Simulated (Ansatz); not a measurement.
# AlFH2SSi: a ladder of functionals and wavefunction methods

One table from this session's results is given with a row withheld; the runs are named, their logs left out.

The runs use Ansatz 0.2.0, Gaussian basis; functionals in def2-TZVPP, the program's frozen cores in correlated methods.

Plan: LDA (SPW92), PBE-D4, revPBE-D4, BLYP-D4, r2SCAN-D4, B97M-V, PBE0-D4, B3LYP-D4, r2SCANh-D4, r2SCAN0-D4, HSE06-D4, BHLYP-D4, CAM-B3LYP-D4, LC-ωPBE, ωB97X-V, ωB97M-V, B2PLYP, PBE-QIDH; CCSD(T)/def2-SVP; CCSD(T)/def2-TZVPP; MP2/def2-QZVPP; extrapolation to the limit; RPA on PBE.

## The relaxed structure

The geometry comes from an earlier relaxation with PBE0-D4 in a triple-zeta def2 set; it is a stationary point.

6 atoms, charge 0, spin multiplicity 1.

Atoms are counted from 1 here; the program's logs count them from 0.

Bond lengths: F1–Al2 1.638 Å, Al2–Si3 2.303 Å, Al2–S4 2.154 Å, Si3–S4 2.221 Å, Si3–H5 1.486 Å, Si3–H6 1.486 Å. Angles: F1–Al2–Si3 163.0°, F1–Al2–S4 137.4°, Si3–Al2–S4 59.7°, Al2–Si3–S4 56.8°, Al2–Si3–H5 125.1°, Al2–Si3–H6 125.1°, S4–Si3–H5 112.8°, S4–Si3–H6 112.8°, H5–Si3–H6 108.9°, Al2–S4–Si3 63.5°.

The first run:

Input file in.yaml:

```yaml
crystal:
  periodic: [false, false, false]
  atoms:
    - {symbol: F, position_ang: [-0.301951, -2.925431, 0.620876]}
    - {symbol: Al, position_ang: [-0.235288, -1.339744, 0.216118]}
    - {symbol: Si, position_ang: [0.432768, 0.854427, 0.012993]}
    - {symbol: S, position_ang: [-1.422093, 0.058739, -0.914031]}
    - {symbol: H, position_ang: [1.404038, 1.362860, -0.989716]}
    - {symbol: H, position_ang: [0.164624, 1.925048, 1.007560]}
basis:
  gaussian: {orbitals: def2-TZVPP}
hamiltonian: {xc: lda}
output: {orbitals: {seedname: orbitals}}
```

On the command line:

```console
> ansatz run in.yaml --threads 2 --pin off --events-out ev --progress --plain --max-ram 4352MiB
```

Among the steps run: LDA; PBE-D4 (GGA); revPBE-D4 (GGA); BLYP-D4 (GGA); r2SCAN-D4 (meta-GGA); B97M-V (meta-GGA); PBE0-D4 (hybrid); B3LYP-D4 (hybrid); r2SCANh-D4 (hybrid); r2SCAN0-D4 (hybrid); HSE06-D4 (hybrid); BHLYP-D4 (hybrid); CAM-B3LYP-D4 (range-separated); LC-ωPBE (range-separated); ωB97X-V (range-separated); ωB97M-V (range-separated); B2PLYP (double hybrid); PBE-QIDH (double hybrid).

One table of the session follows, with a row left open; its other results are not shown here.

It belongs to the step «Orbital energies across the functionals». 

```
  functional  HOMO (eV)  LUMO (eV)  gap (eV)
 LDA (SPW92)      -6.07      -2.85      3.22
      PBE-D4      -5.94      -2.58      3.36
   revPBE-D4      -5.89      -2.46      3.43
     BLYP-D4      -5.78      -2.48      3.30
   r2SCAN-D4      -6.14      -2.24      3.90
      B97M-V      -6.15      -2.42      3.74
     PBE0-D4      -6.95      -1.77      5.18
    B3LYP-D4      -6.75      -2.00      4.74
  r2SCANh-D4      -6.51      -1.97      4.54
  r2SCAN0-D4      -7.07      -1.57      5.50
    HSE06-D4      -6.56      -2.14      4.42
    BHLYP-D4      -7.83      -0.94      6.89
CAM-B3LYP-D4      -8.14      -0.81      7.33
     LC-ωPBE      -9.39       0.36      9.75
     ωB97X-V      -9.09       0.24      9.33
     ωB97M-V          ?          ?         ?
```

Q: Estimate the row for ωB97M-V from the others.

**Answer.** HOMO (eV): -8.88; LUMO (eV): -0.06; gap (eV): 8.82. In the column «HOMO (eV)» it lies between ωB97X-V (-9.09) and CAM-B3LYP-D4 (-8.14).
